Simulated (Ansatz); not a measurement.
# Mg6CrBi (Amm2) in Ansatz: reference runs

Reference runs on Mg6CrBi: the cell as given and a disturbed copy.

Everything below comes from runs of Ansatz 0.2.0. Logs are shortened: lines on timing, memory, paths and dates and some standing lists are left out, and cuts for length are marked.

### 1 The structure

The structure is orthorhombic, space group Amm2 (No. 38). The conventional cell has a = 5.207 Å, b = 6.339 Å, c = 11.035 Å, α = 90.00°, β = 90.00°, γ = 90.00°. Bi (site symmetry mm2) is surrounded by 2 Cr at 3.17 Å and 10 Mg at 3.17 to 3.22 Å. Around Cr (site symmetry mm2) lie 10 Mg at 3.15 to 3.19 Å and 2 Bi at 3.17 Å. Mg (site symmetry mm2) is surrounded by 10 Mg at 3.10 to 3.27 Å and 2 Bi at 3.21 Å. Mg (site symmetry mm2) is surrounded by 10 Mg at 3.13 to 3.24 Å and 2 Cr at 3.17 Å. Mg (site symmetry m) is surrounded by 8 Mg at 3.03 to 3.31 Å and 2 Cr at 3.15 Å and 2 Bi at 3.22 Å. Mg (site symmetry m) is surrounded by 8 Mg at 3.16 to 3.19 Å and 2 Bi at 3.17 to 3.19 Å and 2 Cr at 3.17 to 3.19 Å.

The cell comes from a database or a generator and needn't be the stable form of this composition.

### 2 Single point, PBE, collinear spin, ferromagnetic start

Contents of input.yaml:

```yaml
crystal:
  lattice:
    - [5.207084, 0.0, 0.0]
    - [0.0, 3.1696805, 5.517721]
    - [0.0, -3.1696805, 5.517721]
  atoms:
    - { symbol: Bi, position: [0.5, 0.667468, 0.667468] }
    - { symbol: Cr, position: [0.5, 0.166808, 0.166808], spin: 3.0 }
    - { symbol: Mg, position: [0.0, 0.837826, 0.837826] }
    - { symbol: Mg, position: [0.0, 0.330355, 0.330355] }
    - { symbol: Mg, position: [0.0, 0.321527, 0.843319] }
    - { symbol: Mg, position: [0.0, 0.843319, 0.321527] }
    - { symbol: Mg, position: [0.5, 0.167314, 0.665378] }
    - { symbol: Mg, position: [0.5, 0.665378, 0.167314] }
hamiltonian:
  xc: pbe
  pseudopotentials: { kind: paw }
magnetization:
  spin_polarized: true
kpoints:
  mp_grid: { grid: [5, 5, 5] }
scf:
  occupations: { method: fermi_dirac, width: 0.05 }
output:
  forces: true
  stress: true
  eigenvalues: true
  write_density: true
  write_potential: true
  elf: true
  volumetric_format: npy
```

Potentials or basis: Ansatz PAW.

Started as:

```
> ansatz run input.yaml --threads 4 --pin off --max-ram 10240MiB --backend cpu --events-out ev --progress --plain --runs-dir out
```

Output:

```text
Warning: RAYON_NUM_THREADS=4 ignored (pool sized by the plan → 4); use --threads N
Engine: ansatz 0.2.0, x86_64-unknown-linux-gnu
Pseudopotentials: kind: paw
Pseudopotential: Bi, paw, valence charge 15, recommended cutoff 420 eV (normal), Bi.paw.azcp
Pseudopotential: Cr, paw, valence charge 14, recommended cutoff 420 eV (normal), Cr.paw.azcp
Pseudopotential: Mg, paw, valence charge 10, recommended cutoff 420 eV (normal), Mg.paw.azcp
Functional definition: PBE
  parameter kappa = 0.804
  parameter beta = 0.06672455060314922
  exchange = pbe_x(kappa = kappa, mu = beta*pi^2/3)
  correlation = pbe_c(beta = beta)
Crystal: 8 atoms, lattice volume = 182.138 Å³
Basis set: ecut = 420 eV, 3577 PW (Γ), exchange–correlation on 72×90×90 points (8 copies of the dense FFT grid, shifted against one another)
Bands: 56, of which v1, the nominal top of the filled ones, is band 45 counted from 1 (44 counted from 0)
Symmetry: 4 space group operations
Space group: Amm2 (ITA 38), of the structure as read, at distance tolerance 5.7e-5 Å
Magnetic group: BNS 38.187 (UNI 285), of the structure as read, at distance tolerance 5.7e-5 Å
k-points: 27 of 125 (time reversal used)
Non-local potential: Bi, projectors of the file, l = 0: 2, l = 1: 2, l = 2: 2, l = 3: 2
Non-local potential: Cr, projectors of the file, l = 0: 3, l = 1: 2, l = 2: 3, l = 3: 1
Non-local potential: Mg, projectors of the file, l = 0: 3, l = 1: 2, l = 2: 1
PAW form: soft (Blöchl's): semilocal exchange-correlation on the pseudo side does not see the compensation charge
PAW one-centre angular grid: Bi, 590 points (default); XC on 64 Gauss nodes
PAW one-centre angular grid: Cr, 590 points (default); XC on 64 Gauss nodes
PAW one-centre angular grid: Mg, 110 points (default); XC on 64 Gauss nodes
Initial density: superposition of atomic densities (chi_scale 0.1, normalization cell, long waves kept (reshape's long-wave potential 0.02 eV rms))
Starting moments: Σ|m| = 3 μB on 1 of 8 sites
Initial wavefunctions: pseudopotential atomic-orbital guess
Functional: x = pbe(κ = 0.804, μ = 0.2195149727645171), c = pbe(β = 0.06672455060314922)
SCF iter   1: F=—  HF=-27317.487112 eV  |F-HF|=—  |Δ(HF+E_count)|=         —  Δρ=2.78e-2 (↑2.19e-2 ↓2.78e-2)  dr2=4.78e0  dr2_m=6.95e-1  M=3.779 μB ∫|m|=4.240 μB  β_m=0.30  ethr=3.10e-3  ⟨swp⟩=9.0  Hψ=13315  notcnv=0  defer=8
Mixer restart at iter 1: flushing history
preconditioner: auto → Kerker (q_TF=auto, 2.421 Å⁻¹)  [metal: Δε(μ)=0.014 eV  Ē_g=5.553 eV  σ=0.050 eV  W_gap=0.07  n_scr=46 (ndim 8)  ℏωp=13.2 eV  f_vac=0.000  D(μ)=3.01/eV (n_scr^D=20)]
spin=Collinear: Kerker preconditioning applied to the charge; magnetization (m = ρ↑ − ρ↓) channel mixes plain (no charge-response kernel on spin).
SCF iter   2: F=—  HF=-27317.013622 eV  |F-HF|=—  |Δ(HF+E_count)|=   4.73e-1  Δρ=2.14e-2 (↑1.93e-2 ↓2.14e-2)  dr2=2.89e0  dr2_m=5.03e-1  M=3.879 μB ∫|m|=4.398 μB  β_m=0.59  ethr=3.10e-3  ⟨swp⟩=2.0  Hψ=3950  notcnv=0  defer=126
SCF iter   3: F=—  HF=-27316.353310 eV  |F-HF|=—  |Δ(HF+E_count)|=   6.60e-1  Δρ=8.04e-3 (↑8.04e-3 ↓2.67e-3)  dr2=2.79e-1  dr2_m=1.66e-2  M=3.987 μB ∫|m|=4.675 μB  β_m=0.55  ethr=3.10e-3  ⟨swp⟩=3.1  Hψ=4685  notcnv=0  defer=127
SCF iter   4: F=—  HF=-27316.318165 eV  |F-HF|=—  |Δ(HF+E_count)|=   3.51e-2  Δρ=1.46e-3 (↑1.38e-3 ↓1.46e-3)  dr2=4.34e-2  dr2_m=4.20e-4  M=4.045 μB ∫|m|=4.771 μB  β_m=0.69  ethr=3.14e-4  ⟨swp⟩=2.8  Hψ=5725  notcnv=0  defer=133
SCF iter   5: F=—  HF=-27316.304893 eV  |F-HF|=—  |Δ(HF+E_count)|=   1.33e-2  Δρ=1.17e-3 (↑1.17e-3 ↓5.22e-4)  dr2=7.71e-3  dr2_m=6.78e-4  M=4.030 μB ∫|m|=4.771 μB  β_m=0.83  ethr=4.88e-5  ⟨swp⟩=2.0  Hψ=3982  notcnv=0  defer=133
SCF iter   6: F=—  HF=-27316.302928 eV  |F-HF|=—  |Δ(HF+E_count)|=   1.97e-3  Δρ=1.72e-4 (↑1.60e-4 ↓1.72e-4)  dr2=2.88e-4  dr2_m=4.86e-6  M=4.029 μB ∫|m|=4.779 μB  β_m=0.91  ethr=8.66e-6  ⟨swp⟩=2.0  Hψ=4793  notcnv=0  defer=133
SCF iter   7: F=—  HF=-27316.302887 eV  |F-HF|=—  |Δ(HF+E_count)|=   4.02e-5  Δρ=6.83e-5 (↑6.83e-5 ↓3.34e-5)  dr2=1.32e-5  dr2_m=2.62e-6  M=4.026 μB ∫|m|=4.775 μB  β_m=0.96  ethr=3.24e-7  ⟨swp⟩=2.0  Hψ=4281  notcnv=0  defer=133
SCF iter   8: F=—  HF=-27316.302873 eV  |F-HF|=—  |Δ(HF+E_count)|=   1.44e-5  Δρ=1.00e-5 (↑9.60e-6 ↓1.00e-5)  dr2=8.89e-7  dr2_m=7.21e-9  M=4.025 μB ∫|m|=4.774 μB  β_m=0.95  ethr=1.48e-8  ⟨swp⟩=2.0  Hψ=5172  notcnv=0  defer=133
SCF iter   9: F=—  HF=-27316.302873 eV  |F-HF|=—  |Δ(HF+E_count)|=   1.53e-7  Δρ=1.35e-5 (↑1.35e-5 ↓2.90e-6)  dr2=4.67e-7  dr2_m=8.11e-8  M=4.025 μB ∫|m|=4.774 μB  β_m=0.98  ethr=9.99e-10  ⟨swp⟩=2.0  Hψ=5388  notcnv=0  defer=133
SCF iter  10: F=—  HF=-27316.302873 eV  |F-HF|=—  |Δ(HF+E_count)|=   2.69e-8  Δρ=9.56e-7 (↑7.62e-7 ↓9.56e-7)  dr2=1.32e-8  dr2_m=1.96e-10  M=4.025 μB ∫|m|=4.774 μB  β_m=0.99  ethr=5.24e-10  ⟨swp⟩=2.0  Hψ=4576  notcnv=0  defer=133
SCF iter  11: F=-27316.302873 eV  HF=-27316.302873 eV  |F-HF|=4.32e-8  |Δ(HF+E_count)|=   6.53e-9  Δρ=3.47e-6 (↑3.47e-6 ↓9.33e-7)  dr2=4.65e-8  dr2_m=2.76e-9  M=4.025 μB ∫|m|=4.775 μB  ethr=1.49e-11  ⟨swp⟩=13.4  Hψ=19653  notcnv=0
SCF 1 converged in 11 iterations: F = -27316.302873 eV  dr2 = 4.65e-8
SCF converged after 11 iterations
Magnetization: 4.0252 μB (46.5126 up, 42.4874 down)
Absolute magnetization: 4.7769 μB (∫|ρ↑−ρ↓|, with the PAW one-centre terms)
Spin contamination: 0.4246 ħ² per cell (⟨S²⟩ above its minimum at these occupations)
Per-site moments (μB) at R_I (Å): [(-0.035050823391482105, 1.3074966580468816), (3.904192686113661, 1.300727079735539), (0.008440031043349372, 1.2769805694865637), (-0.014960685980511264, 1.2902389964876033), (-0.007995878183352465, 1.2505074223488002), (-0.007995878183352501, 1.2505074223488002), (-0.04050143348222682, 1.3024305925554), (-0.04050143348222676, 1.3024305925554)]
Free energy (F): -27316.302873 eV
Harris-Foulkes:  -27316.302873 eV  (|F-HF|=4.32e-8)
Internal energy: -27316.274806 eV  (E = F + TS)
E sigma→0 (E₀):  -27316.288839 eV
Entropy (-TS):   -0.028067 eV (-3.508 meV/atom)
Fermi energy:    7.595454 eV
--- Per-component energies (eV) ---
  E_band       = -2477.116807
  E_kinetic    = 1094.070522
  E_local      = -12841.018787  (includes V_loc(G=0)·N_el)
  E_nonlocal   = 1218.563540
  E_hartree    = 4647.283787
  E_xc         = -459.463940
  E_vxc        = -539.730718  (∫ρ·V_xc dr)
  E_paw        = -13619.214275  (= ΣΔE_a)
  E_vpaw       = -703.557581  (= ΣTr[D̂ρ^β])
  E_aug_tail   = -0.000082  (compensation charges beyond the density's cutoff)
  E_ewald      = -7356.495570
  E_smearing   = -0.028067  (= −TS)
  E_closure    = -0.000000  (closes the sum)
  Σ components = -27316.302873   (vs F -27316.302873, Δ=0.00e0)
--- Forces (eV/Å), atoms counted from 1 ---
  atom   1  Bi     0.00000000     0.00000000     0.01806822
  atom   2  Cr     0.00000000     0.00000000    -0.00673531
  atom   3  Mg     0.00000000     0.00000000     0.13529452
  atom   4  Mg     0.00000000     0.00000000    -0.05871268
  atom   5  Mg    -0.00000000    -0.15157164    -0.04037899
  atom   6  Mg    -0.00000000     0.15157164    -0.04037899
  atom   7  Mg     0.00000000     0.02062868    -0.00358060
  atom   8  Mg     0.00000000    -0.02062868    -0.00358060
  max |Σ_I F_I| component: 4.44e-6 eV/Å
--- Stress (GPa, compression-positive) ---
       -1.255018       0.000000       0.000000
        0.000000       0.020758       0.000000
        0.000000       0.000000       0.118606
  P = ⅓ Tr σ = -0.3719 GPa (-3.719 kbar)
--- Band table (eV; the first three rows and the last of 54) ---
  k-point 0 ↑: bands = ["-68.6248", "-68.5233", "-68.5220", "-68.5016", "-68.5005", "-68.1729", "-65.0983", "-36.4899", "-36.4861", "-36.4589", "-35.3891", "-35.3838", "-35.3676", "-35.2918", "-35.2836", "-35.2819", "-35.2803", "-35.2792", "-35.2746", "-35.2668", "-35.2585", "-35.2544", "-35.2531", "-35.2338", "-35.2232", "-34.9313", "-34.9246", "-34.9207", "-15.2068", "-15.1919", "-15.1806", "-15.1647", "-15.1626", "-3.7499", "1.9974", "3.9203", "4.0724", "4.6405", "4.9349", "4.9871", "5.5757", "5.8646", "5.9967", "6.0778", "6.4810", "6.8056", "7.1765", "8.3530", "9.3372", "9.7502", "9.8462", "10.1952", "10.2408", "10.6430", "11.1323", "11.5958"]
  k-point 1 ↑: bands = ["-68.6248", "-68.5232", "-68.5221", "-68.5015", "-68.5006", "-68.1729", "-65.0983", "-36.4899", "-36.4861", "-36.4588", "-35.3891", "-35.3836", "-35.3675", "-35.2908", "-35.2827", "-35.2818", "-35.2804", "-35.2800", "-35.2754", "-35.2664", "-35.2594", "-35.2543", "-35.2532", "-35.2330", "-35.2244", "-34.9314", "-34.9246", "-34.9207", "-15.2066", "-15.1919", "-15.1806", "-15.1642", "-15.1625", "-3.7107", "1.8245", "3.5771", "3.7145", "4.6789", "4.7636", "5.4116", "5.8759", "6.0420", "6.1234", "6.2065", "6.7522", "7.0771", "7.6343", "8.0224", "8.6418", "9.4516", "9.6833", "9.7796", "10.0079", "11.0879", "11.6294", "11.7964"]
  k-point 2 ↑: bands = ["-68.6248", "-68.5230", "-68.5222", "-68.5012", "-68.5009", "-68.1729", "-65.0983", "-36.4899", "-36.4861", "-36.4588", "-35.3891", "-35.3832", "-35.3673", "-35.2885", "-35.2819", "-35.2815", "-35.2807", "-35.2803", "-35.2775", "-35.2654", "-35.2611", "-35.2541", "-35.2534", "-35.2305", "-35.2272", "-34.9315", "-34.9247", "-34.9207", "-15.2064", "-15.1919", "-15.1805", "-15.1633", "-15.1622", "-3.6442", "1.5469", "3.2456", "3.2891", "4.7406", "4.9946", "5.7562", "5.9233", "6.0089", "6.3235", "6.4759", "7.0459", "7.2750", "7.9736", "8.4124", "9.0058", "9.1560", "9.3179", "9.3399", "9.7460", "10.3383", "10.5791", "12.5081"]
  k-point 26 ↓: bands = ["-68.6216", "-68.5270", "-68.5259", "-68.5120", "-68.5112", "-68.1783", "-61.3822", "-35.3874", "-35.3787", "-35.3624", "-35.2974", "-35.2932", "-35.2872", "-35.2861", "-35.2823", "-35.2798", "-35.2743", "-35.2688", "-35.2662", "-35.2628", "-35.2450", "-35.2365", "-34.9369", "-34.9316", "-34.9267", "-32.8113", "-32.8060", "-32.7987", "-15.2018", "-15.1930", "-15.1901", "-15.1757", "-15.1704", "-3.5234", "2.4150", "2.6444", "3.4764", "3.6384", "4.5440", "6.0717", "6.8851", "7.3129", "7.7145", "8.5902", "8.8290", "9.0145", "9.1190", "9.5399", "9.9135", "10.3551", "10.6774", "11.0933", "11.4124", "11.9234", "12.1234", "12.4025"]
```

Run time: 9.5 s. Hardware: 4 threads of Intel Xeon 6975P-C (Granite Rapids), shared host; peak memory 0.83 GiB.

Results:

| Item | Value |
| --- | --- |
| Free energy | -27316.3029 eV |
| Pressure | -0.4 GPa |
| Largest force | 0.157 eV/Å |
| Band gap on the k mesh | none (metal or under the smearing width) |
| Net moment | 4.03 μB per cell |
| Absolute moment | 4.78 μB per cell |
| Site moments | Bi -0.04; Cr +3.90; Mg +0.01, -0.01, -0.04 μB |

Forces on the atoms (eV/Å):
```
Bi   0.000  0.000  0.018
Cr   0.000  0.000 -0.007
Mg   0.000  0.000  0.135
Mg   0.000  0.000 -0.059
Mg   0.000 -0.152 -0.040
Mg   0.000  0.152 -0.040
Mg   0.000  0.021 -0.004
Mg   0.000 -0.021 -0.004
```

Stress tensor (GPa, compression positive):
```
-1.26  0.00  0.00
 0.00  0.02  0.00
 0.00  0.00  0.12
```

Levels at points of the mesh, in eV from the Fermi level:
Spin up:
```tsv
k point	band 45	band 46	band 47	band 48	band 49	band 50
(0.00, 0.00, 0.00)	-1.11	-0.79	-0.42	0.76	1.74	2.15
```
Spin down:
| k point | band 38 | band 39 | band 40 | band 41 | band 42 | band 43 | band 44 | band 45 | band 46 | band 47 |
| --- | --- | --- | --- | --- | --- | --- | --- | --- | --- | --- |
| (0.00, 0.00, 0.00) | -2.93 | -2.27 | -2.16 | -1.95 | -1.19 | 0.78 | 1.07 | 1.07 | 1.25 | 1.71 |

Caveat: spin-orbit coupling is left out, which moves the levels of the heavy elements.

### 3 Single point, PBE, collinear spin, ferromagnetic start (atoms moved at random, drawn with an rms of 0.05 Å)

Contents of input.yaml:

```yaml
crystal:
  lattice:
    - [5.207084, 0.0, 0.0]
    - [0.0, 3.1696805, 5.517721]
    - [0.0, -3.1696805, 5.517721]
  atoms:
    - { symbol: Bi, position: [0.504686, 0.669573, 0.665538] }
    - { symbol: Cr, position: [0.50123, 0.154617, 0.171472], spin: 3.0 }
    - { symbol: Mg, position: [0.005094, 0.837088, 0.84167] }
    - { symbol: Mg, position: [-0.001717, 0.327674, 0.333251] }
    - { symbol: Mg, position: [-0.003387, 0.317229, 0.833618] }
    - { symbol: Mg, position: [0.000162, 0.835512, 0.324889] }
    - { symbol: Mg, position: [0.502434, 0.169301, 0.668398] }
    - { symbol: Mg, position: [0.49422, 0.663551, 0.167621] }
hamiltonian:
  xc: pbe
  pseudopotentials: { kind: paw }
magnetization:
  spin_polarized: true
kpoints:
  mp_grid: { grid: [5, 5, 5] }
scf:
  occupations: { method: fermi_dirac, width: 0.05 }
output:
  forces: true
  stress: true
  eigenvalues: true
```

Potentials or basis: Ansatz PAW.

Started as:

```
> ansatz run input.yaml --threads 4 --pin off --max-ram 10240MiB --backend cpu --events-out ev --progress --plain --runs-dir out
```

It took 17 s on 4 threads of Intel Xeon 6975P-C (Granite Rapids), shared host; peak memory 1.1 GiB.

The run converged. Its results:

```yaml
Free_energy: -27316.2764 eV
Pressure: -0.3 GPa
Largest_force: 0.349 eV/Å
Band_gap_on_the_k_mesh: none (metal or under the smearing width)
Net_moment: 4.04 μB per cell
Absolute_moment: 4.78 μB per cell
Site_moments: Bi -0.03; Cr +3.89; Mg +0.01, -0.01, -0.04 μB
```

Forces in eV/Å, atoms in the order of the input:
```
Bi  -0.048 -0.093  0.055
Cr  -0.029  0.121  0.065
Mg  -0.067 -0.020  0.011
Mg   0.011  0.043 -0.216
Mg   0.082 -0.254  0.225
Mg  -0.003  0.244  0.018
Mg  -0.039  0.000 -0.109
Mg   0.094 -0.040 -0.051
```

Stress tensor (GPa, compression positive):
```
-1.14 -0.02  0.02
-0.02 -0.05  0.02
 0.02  0.02  0.23
```

Levels at points of the mesh, in eV from the Fermi level:
Spin up:
```tsv
k point	band 43	band 44	band 45	band 46	band 47	band 48	band 49	band 50	band 51	band 52
(0.00, 0.00, 0.00)	-1.59	-1.51	-1.11	-0.81	-0.41	0.75	1.72	2.12	2.31	2.59
```
Spin down:
```
           k point  band 38  band 39  band 40  band 41  band 42  band 43  band 44  band 45  band 46  band 47
(0.00, 0.00, 0.00)    -2.93    -2.30    -2.09    -1.96    -1.18     0.75     1.09     1.11     1.25     1.69
```

Caveat: spin-orbit coupling is left out, which moves the levels of the heavy elements.
